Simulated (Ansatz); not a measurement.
# LiScTl2Cl6: where the electrons are

Aim: see in LiScTl2Cl6 how the density differs from that of free atoms, which states sit where, where a hole goes, how charge passes between sublattices and how compression changes the bonding charge. The geometry is as listed and is not relaxed.

Program: Ansatz 0.2.0. Level of theory: DFT r2SCAN, scalar-relativistic, plane waves, PAW. These are calculated values, not measurements.

### 1 The starting structure

The structure is cubic, space group Fm-3m (No. 225). Conventional cell: a = 10.150 Å, b = 10.150 Å, c = 10.150 Å, α = 90.00°, β = 90.00°, γ = 90.00°. Li (site symmetry m-3m) is surrounded by 6 Cl at 2.58 Å. Sc (site symmetry m-3m) is surrounded by 6 Cl at 2.49 Å. Tl (site symmetry -43m) has 12 Cl at 3.59 Å as nearest neighbours. Cl (site symmetry 4mm) has 1 Sc at 2.49 Å and 1 Li at 2.58 Å and 4 Tl at 3.59 Å as nearest neighbours.

Coordinates:

```
CELL_PARAMETERS angstrom
0.00000 5.07508 5.07508
5.07508 0.00000 5.07508
5.07508 5.07508 0.00000
ATOMIC_POSITIONS crystal
Li 0.50000 0.50000 0.50000
Sc 0.00000 0.00000 0.00000
Tl 0.25000 0.25000 0.25000
Tl 0.75000 0.75000 0.75000
Cl 0.75420 0.24580 0.24580
Cl 0.24580 0.75420 0.75420
Cl 0.24580 0.75420 0.24580
Cl 0.75420 0.24580 0.75420
Cl 0.24580 0.24580 0.75420
Cl 0.75420 0.75420 0.24580
```

The structure comes from the Materials Project (structure only).

### 2 The base run

File input.yaml:

```yaml
crystal:
  lattice:
    - [0.0, 5.075076, 5.075076]
    - [5.075076, 0.0, 5.075076]
    - [5.075076, 5.075076, 0.0]
  atoms:
    - { symbol: Li, position: [0.5, 0.5, 0.5] }
    - { symbol: Sc, position: [0.0, 0.0, 0.0] }
    - { symbol: Tl, position: [0.25, 0.25, 0.25] }
    - { symbol: Tl, position: [0.75, 0.75, 0.75] }
    - { symbol: Cl, position: [0.754196, 0.245804, 0.245804] }
    - { symbol: Cl, position: [0.245804, 0.754196, 0.754196] }
    - { symbol: Cl, position: [0.245804, 0.754196, 0.245804] }
    - { symbol: Cl, position: [0.754196, 0.245804, 0.754196] }
    - { symbol: Cl, position: [0.245804, 0.245804, 0.754196] }
    - { symbol: Cl, position: [0.754196, 0.754196, 0.245804] }
basis:
  ecutwfc: 500
  fft_grid_basis: typed
kpoints:
  mp_grid: { grid: [4, 4, 4] }
hamiltonian:
  xc: r2scan
  pseudopotentials: { kind: paw }
scf:
  occupations: { method: gaussian, width: 0.05 }
output:
  forces: true
  stress: true
  eigenvalues: true
  bader: true
  write_density: true
  volumetric_format: npy
  elf: true
```

On the command line:

```console
$ ansatz run input.yaml --threads 2 --pin off --max-ram 4096MiB --backend cpu --events-out ev --progress --plain --runs-dir out
```

### 4 Energy-resolved densities and projections

The windows are set from the levels of the base run, in eV from its Fermi level.

input.yaml: that of step 2 with these lines changed.

```diff
@@ -26,9 +26,28 @@
   occupations: { method: gaussian, width: 0.05 }
+  n_extra_bands: 10
 output:
   forces: true
-  stress: true
+  stress: false
   eigenvalues: true
-  bader: true
-  write_density: true
+  bader: false
+  write_density: false
   volumetric_format: npy
-  elf: true
+  band_densities:
+    - { e_range: [-2.68, -2.07] }
+    - { e_range: [2.07, 2.68] }
+    - { e_range: [-5.82, -4.56] }
+    - { e_range: [-4.56, -3.32] }
+    - { e_range: [-5.83, -2.05] }
+    - { e_range: [-11.39, -11.3] }
+    - { e_range: [-16.12, -15.39] }
+  dos:
+    e_range: [-30, 8]
+    de: 0.02
+    method: { smearing: { sigma: 0.03, scheme: gaussian } }
+    projected: { site_lists: { Cl: [Cl], Li: [Li], Sc: [Sc], Tl: [Tl] } }
+checkpoint:
+  read: start.run
+  write: ck
+  compress: false
+  write_wavefunctions: false
+  write_every: 100000
```

### 5 Removing 0.5 electron a cell

A uniform background keeps the cell neutral, and the atoms stay fixed.

input.yaml: that of step 2 with these lines changed.

```diff
@@ -16,2 +16,3 @@
     - { symbol: Cl, position: [0.754196, 0.754196, 0.245804] }
+total_charge: 0.5
 basis:
@@ -33,2 +34 @@
   volumetric_format: npy
-  elf: true
```

### 6 The crystal without its Li atoms

The atoms left keep their places in the same cell.

File input.yaml:

```yaml
crystal:
  lattice:
    - [0.0, 5.075076, 5.075076]
    - [5.075076, 0.0, 5.075076]
    - [5.075076, 5.075076, 0.0]
  atoms:
    - { symbol: Sc, position: [0.0, 0.0, 0.0] }
    - { symbol: Tl, position: [0.25, 0.25, 0.25] }
    - { symbol: Tl, position: [0.75, 0.75, 0.75] }
    - { symbol: Cl, position: [0.754196, 0.245804, 0.245804], spin: 1.0 }
    - { symbol: Cl, position: [0.245804, 0.754196, 0.754196], spin: 1.0 }
    - { symbol: Cl, position: [0.245804, 0.754196, 0.245804], spin: 1.0 }
    - { symbol: Cl, position: [0.754196, 0.245804, 0.754196], spin: 1.0 }
    - { symbol: Cl, position: [0.245804, 0.245804, 0.754196], spin: 1.0 }
    - { symbol: Cl, position: [0.754196, 0.754196, 0.245804], spin: 1.0 }
magnetization:
  spin_polarized: true
basis:
  ecutwfc: 500
  fft_grid_basis: typed
kpoints:
  mp_grid: { grid: [4, 4, 4] }
hamiltonian:
  xc: r2scan
  pseudopotentials: { kind: paw }
scf:
  occupations: { method: gaussian, width: 0.1 }
output:
  forces: true
  stress: true
  eigenvalues: true
  bader: true
  write_density: true
  volumetric_format: npy
  populations: true
```

### 7 The Li sublattice alone

The atoms left keep their places in the same cell.

File input.yaml:

```yaml
crystal:
  lattice:
    - [0.0, 5.075076, 5.075076]
    - [5.075076, 0.0, 5.075076]
    - [5.075076, 5.075076, 0.0]
  atoms:
    - { symbol: Li, position: [0.5, 0.5, 0.5] }
basis:
  ecutwfc: 500
  fft_grid_basis: typed
kpoints:
  mp_grid: { grid: [4, 4, 4] }
hamiltonian:
  xc: r2scan
  pseudopotentials: { kind: paw }
scf:
  occupations: { method: gaussian, width: 0.1 }
output:
  forces: true
  stress: true
  eigenvalues: true
  bader: true
  write_density: true
  volumetric_format: npy
```

### 8 The cell at 94 % of its volume

Fractional coordinates and the k mesh are kept.

input.yaml: that of step 2 with these lines changed.

```diff
@@ -2,5 +2,5 @@
   lattice:
-    - [0.0, 5.075076, 5.075076]
-    - [5.075076, 0.0, 5.075076]
-    - [5.075076, 5.075076, 0.0]
+    - [0.0, 4.9714739503, 4.9714739503]
+    - [4.9714739503, 0.0, 4.9714739503]
+    - [4.9714739503, 4.9714739503, 0.0]
   atoms:
```

(Steps that only read results are left out.)

Q: Predict the outcome of this session. Wanted: gap on the mesh; pressure; Bader charges; the top of the valence band; the bottom of the conduction band; at 94 % volume.

The runs gave:

| quantity | value |
| --- | --- |
| gap on the mesh | 4.16 eV |
| pressure | -1.1 GPa |
| Bader charges | Li +0.92, Sc +2.03, Tl +0.82, Cl -0.77 e |
| the top of the valence band | Cl 3p (95 %) |
| the bottom of the conduction band | Sc 3d (85 %) and Cl 3p (10 %) |
| at 94 % volume | 1.3 GPa, gap 4.30 eV, Bader Li +0.92, Sc +2.00, Tl +0.81, Cl -0.76 e |

In space (atomic cells sized by Bader volumes, not orbital character) the change of density that the hole brings, screening included, divides as Cl about 85 %, Tl about 10 %, Sc little and Li little; this need not match the band edge's orbital character. Cl–Sc goes from 2.49 to 2.44 Å with the volume, and the deformation density at its midpoint stays at +0.08 e/Å³. These runs have no spin-orbit coupling; with Tl it would split and shift bands.

The gaps are Kohn-Sham values of a semilocal functional, not quasiparticle or optical gaps. Such gaps usually fall short of the measured ones; spin-orbit coupling, left out here, narrows gaps with Tl, so the two errors partly cancel.
